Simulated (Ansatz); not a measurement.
# C2H7NOSi: small, medium and large basis sets

The task here is to estimate one member of a computed series from the others.

The runs use Ansatz 0.2.0, Gaussian basis; one geometry, several basis sets.

The runs, in order: PBE0-D4/def2-SVP; ωB97M-V/def2-SVP; PBE0-D4/def2-QZVPP; ωB97M-V/def2-QZVPP; the functionals' def2-TZVPP values are taken from earlier runs.

### The relaxed structure

The geometry comes from an earlier relaxation with PBE0-D4 in a triple-zeta def2 set; it is a stationary point, not always the lowest conformer.

SMILES `C[Si]1(N)CO1`, 12 atoms, charge 0, spin multiplicity 1.

Atoms are counted from 1 here; the program's logs count them from 0.

Bond lengths: C1–Si2 1.850 Å, C1–H6 1.093 Å, C1–H7 1.092 Å, C1–H8 1.091 Å, Si2–N3 1.694 Å, Si2–C4 1.800 Å, Si2–O5 1.652 Å, N3–H9 1.005 Å, N3–H10 1.005 Å, C4–O5 1.499 Å, C4–H11 1.089 Å, C4–H12 1.090 Å. Angles: Si2–C1–H6 110.8°, Si2–C1–H7 111.4°, Si2–C1–H8 109.8°, H6–C1–H7 108.2°, H6–C1–H8 108.0°, H7–C1–H8 108.6°, C1–Si2–N3 109.6°, C1–Si2–C4 123.9°, C1–Si2–O5 117.9°, N3–Si2–C4 122.6°, N3–Si2–O5 119.7°, C4–Si2–O5 51.2°, Si2–N3–H9 123.1°, Si2–N3–H10 122.2°, H9–N3–H10 112.8°, Si2–C4–O5 59.3°, Si2–C4–H11 123.9°, Si2–C4–H12 122.4° and more.

As a file:

| atom | x (Å) | y (Å) | z (Å) |
| --- | --- | --- | --- |
| C1 | -1.39086 | 0.31921 | 0.88166 |
| Si2 | 0.16533 | 0.06664 | -0.08654 |
| N3 | 1.50697 | 0.35818 | 0.90601 |
| C4 | 0.26542 | -0.92416 | -1.58574 |
| O5 | 0.18588 | 0.57050 | -1.66006 |
| H6 | -1.46479 | 1.35058 | 1.23695 |
| H7 | -1.43263 | -0.34347 | 1.74882 |
| H8 | -2.25643 | 0.11771 | 0.24877 |
| H9 | 2.45496 | 0.32451 | 0.57273 |
| H10 | 1.42436 | 0.81258 | 1.79863 |
| H11 | -0.59212 | -1.40711 | -2.05230 |
| H12 | 1.21100 | -1.30037 | -1.97481 |

Set-up of the first run:

The input, in.yaml:

```yaml
crystal:
  periodic: [false, false, false]
  atoms:
    - {symbol: C, position_ang: [-1.390860, 0.319206, 0.881662]}
    - {symbol: Si, position_ang: [0.165332, 0.066645, -0.086539]}
    - {symbol: N, position_ang: [1.506968, 0.358185, 0.906009]}
    - {symbol: C, position_ang: [0.265424, -0.924159, -1.585745]}
    - {symbol: O, position_ang: [0.185884, 0.570504, -1.660061]}
    - {symbol: H, position_ang: [-1.464786, 1.350582, 1.236949]}
    - {symbol: H, position_ang: [-1.432631, -0.343473, 1.748815]}
    - {symbol: H, position_ang: [-2.256431, 0.117706, 0.248767]}
    - {symbol: H, position_ang: [2.454956, 0.324507, 0.572728]}
    - {symbol: H, position_ang: [1.424359, 0.812580, 1.798631]}
    - {symbol: H, position_ang: [-0.592117, -1.407112, -2.052303]}
    - {symbol: H, position_ang: [1.211000, -1.300370, -1.974813]}
basis:
  gaussian: {orbitals: def2-SVP}
hamiltonian: {xc: pbe0, dispersion: d4}
output: {orbitals: {seedname: orbitals}}
```

On the command line:

```sh
ansatz run in.yaml --threads 4 --pin off --events-out ev --progress --plain --max-ram 10444MiB
```

Among the steps run: PBE0-D4 in def2-SVP; ωB97M-V in def2-SVP; PBE0-D4 in def2-QZVPP; ωB97M-V in def2-QZVPP.

One table of the session follows, with a row left open; its other results are not shown here.

It belongs to the step «Density functionals: the series». 

```
functional       basis  HOMO (eV)  LUMO (eV)
   PBE0-D4    def2-SVP      -6.62       1.28
   PBE0-D4  def2-TZVPP      -6.81       0.67
   PBE0-D4  def2-QZVPP      -6.85       0.28
   ωB97M-V    def2-SVP      -8.90       2.89
   ωB97M-V  def2-TZVPP      -9.10       2.07
   ωB97M-V  def2-QZVPP          ?          ?
```

Q: Estimate the row for ωB97M-V, def2-QZVPP from the others.

The run gave: HOMO (eV): -9.15; LUMO (eV): 1.44. In the column «HOMO (eV)» it is the lowest.
